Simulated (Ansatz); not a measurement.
# ClGeH4P, SMILES [PH2][GeH2][Cl]: harmonic frequencies at the relaxed geometry

Computed with Ansatz 0.2.0 through its Python package.

Run as a notebook:

```python
import ansatz as az
import numpy as np
```

```python
SETTINGS = {
    "basis": "def2-SVP",
    "xc": "HF",
}

geometry_ang = [
    ("P", [1.3756, -0.2289, -0.6753]),
    ("Ge", [-0.758, 0.2441, -0.0091]),
    ("Cl", [-2.1034, -1.2705, -0.773]),
    ("H", [1.5081, -1.3573, 0.2298]),
    ("H", [1.9746, 0.7213, 0.2459]),
    ("H", [-1.1748, 1.6325, -0.5579]),
    ("H", [-0.8221, 0.2588, 1.5396]),
]
system = az.Crystal.molecule()
for symbol, xyz in geometry_ang:
    system = system.atom(symbol, xyz)
```

```python
calc = system.calculation()
calc = calc.basis(gaussian=SETTINGS["basis"])
calc = calc.functional(SETTINGS["xc"])
symbols = [site.symbol for site in system.cartesian_sites]
start = np.array([site.position_ang for site in system.cartesian_sites], dtype=float)
summary = calc.relax(force_tolerance=0.003).run(threads=1, backend="cpu").report
end = np.array(summary["positions_ang"])
```

    

```python
print("final positions (A) and the move of each atom")
for symbol, xyz, old in zip(symbols, end, start):
    print(f"{symbol:2s} {xyz[0]:10.5f} {xyz[1]:10.5f} {xyz[2]:10.5f}   {np.linalg.norm(xyz - old):7.4f}")
```

    final positions (A) and the move of each atom
    P     1.39880   -0.25208   -0.66427    0.0346
    Ge   -0.75845    0.27864    0.03968    0.0598
    Cl   -2.08050   -1.24790   -0.77268    0.0322
    H     1.55762   -1.34700    0.21308    0.0533
    H     2.03155    0.69102    0.17949    0.0926
    H    -1.19633    1.61812   -0.55058    0.0269
    H    -0.95269    0.25920    1.55527    0.1315

```python
# frequencies need a stationary point, so they are taken at the relaxed geometry
minimum = az.Crystal.molecule()
for symbol, xyz in zip(symbols, end):
    minimum = minimum.atom(symbol, xyz.tolist())
vibrating = (
    minimum.calculation()
    .basis(gaussian=SETTINGS["basis"])
    .functional(SETTINGS["xc"])
    .phonons(temperatures=(100, 500, 100))
)
vib = vibrating.run(threads=1, backend="cpu").report["vibrations"]
sums = vib["harmonic_sums"]
modes = [m["omega_inv_cm"] for m in sums["modes_at_gamma"] if m["rigid_motion"] == "no"]
print("frequencies (1/cm):", " ".join(f"{w:.0f}" for w in modes))
print("imaginary modes:", sum(w < 0 for w in modes), " zero-point energy:", round(sums["zero_point_energy_ev"], 4), "eV")
print("T (K)   F_vib (eV)   S_vib (meV/K)   C_vib (meV/K)")
for row in zip(sums["temperatures_k"], sums["vibrational_free_energy_ev"], vib["entropy_ev_per_k"], vib["heat_capacity_ev_per_k"]):
    print(f"{row[0]:6.1f} {row[1]:11.4f} {1000 * row[2]:13.4f} {1000 * row[3]:15.4f}")
```

    frequencies (1/cm): 102 139 378 433 465 668 725 800 859 948 1197 2267 2277 2525 2546
    imaginary modes: 0  zero-point energy: 1.0123 eV
    T (K)   F_vib (eV)   S_vib (meV/K)   C_vib (meV/K)
     100.0      1.0088        0.1044          0.1582
     200.0      0.9902        0.2678          0.3379
     300.0      0.9549        0.4381          0.5077
     400.0      0.9028        0.6027          0.6362
     500.0      0.8348        0.7555          0.7328

```python
# all hydrogen replaced by deuterium
heavier = vibrating.phonons(masses={"H": 2.014102}).run(threads=1, backend="cpu").report["vibrations"]["harmonic_sums"]
print("deuterated (1/cm):", " ".join(f"{m['omega_inv_cm']:.0f}" for m in heavier["modes_at_gamma"] if m["rigid_motion"] == "no"))
print("zero-point energy falls by", round(sums["zero_point_energy_ev"] - heavier["zero_point_energy_ev"], 4), "eV")
```

    deuterated (1/cm): 78 129 337 366 432 482 530 589 620 676 860 1615 1620 1812 1829
    zero-point energy falls by 0.27 eV

The frequencies are harmonic and unscaled, in a modest basis. The result belongs to the one conformer reached from this start, and soft torsions count as harmonic oscillators. The whole script took 2.7 min on 1 thread of Intel(R) Xeon(R) Platinum 8375C CPU @ 2.90GHz (Ice Lake), with other jobs on the host, peak memory 0.27 GiB.

(Lines on the test bed's own set-up are left out of the output.)
